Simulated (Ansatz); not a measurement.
**AlSiH3BrN: basis-set convergence**

How large a basis does AlSiH3BrN need? Two functionals are run in growing sets.

Computed with Ansatz 0.2.0, Gaussian basis. Level: one geometry, several basis sets.

Levels to be run: PBE0-D4/def2-SVP; ωB97M-V/def2-SVP; PBE0-D4/def2-QZVPP; ωB97M-V/def2-QZVPP; the functionals' def2-TZVPP values are taken from earlier runs.

## 1. The geometry

All runs share one geometry, relaxed beforehand with PBE0-D4/def2-TZVP.

7 atoms, charge 0, spin multiplicity 1.

Atoms are counted from 1 here; the program's logs count them from 0.

Bond lengths: Br1–Al2 2.242 Å, Al2–N3 1.766 Å, Al2–Si4 2.291 Å, N3–Si4 1.767 Å, N3–H5 1.009 Å, Si4–H6 1.492 Å, Si4–H7 1.492 Å. Angles: Br1–Al2–N3 135.5°, Br1–Al2–Si4 174.9°, N3–Al2–Si4 49.6°, Al2–N3–Si4 80.8°, Al2–N3–H5 149.8°, Si4–N3–H5 129.4°, Al2–Si4–N3 49.6°, Al2–Si4–H6 126.3°, Al2–Si4–H7 126.3°, N3–Si4–H6 116.6°, N3–Si4–H7 116.6°, H6–Si4–H7 106.5°.

## 2. PBE0-D4 in def2-SVP

File in.yaml:

```yaml
crystal:
  periodic: [false, false, false]
  atoms:
    - {symbol: Br, position_ang: [-1.276138, -3.053903, 1.324811]}
    - {symbol: Al, position_ang: [-0.541247, -1.040697, 0.668026]}
    - {symbol: N, position_ang: [0.308934, -0.408583, -0.745521]}
    - {symbol: Si, position_ang: [0.134600, 1.091014, 0.172428]}
    - {symbol: H, position_ang: [0.739980, -0.562095, -1.644957]}
    - {symbol: H, position_ang: [-0.700162, 2.160429, -0.447454]}
    - {symbol: H, position_ang: [1.395233, 1.745936, 0.626967]}
basis:
  gaussian: {orbitals: def2-SVP}
hamiltonian: {xc: pbe0, dispersion: d4}
output: {orbitals: {seedname: orbitals}}
```

Started as:

```console
$ ansatz run in.yaml --threads 2 --pin off --events-out ev --progress --plain --max-ram 4352MiB
```

Further steps of the session: ωB97M-V in def2-SVP; PBE0-D4 in def2-QZVPP; ωB97M-V in def2-QZVPP.

Before running them: what should the planned runs give, taken together? Wanted: PBE0-D4: double and triple zeta above quadruple; ωB97M-V: double and triple zeta above quadruple.

**Answer**, as computed:

```
                                       quantity           value
PBE0-D4: double and triple zeta above quadruple  17.46, 1.98 eV
ωB97M-V: double and triple zeta above quadruple  17.38, 1.90 eV
```

**Reading.** PBE0-D4 gains 15.48 eV from double to triple zeta, then 1.98 eV more. Total energies overstate the basis error of differences, where much of it tends to cancel.
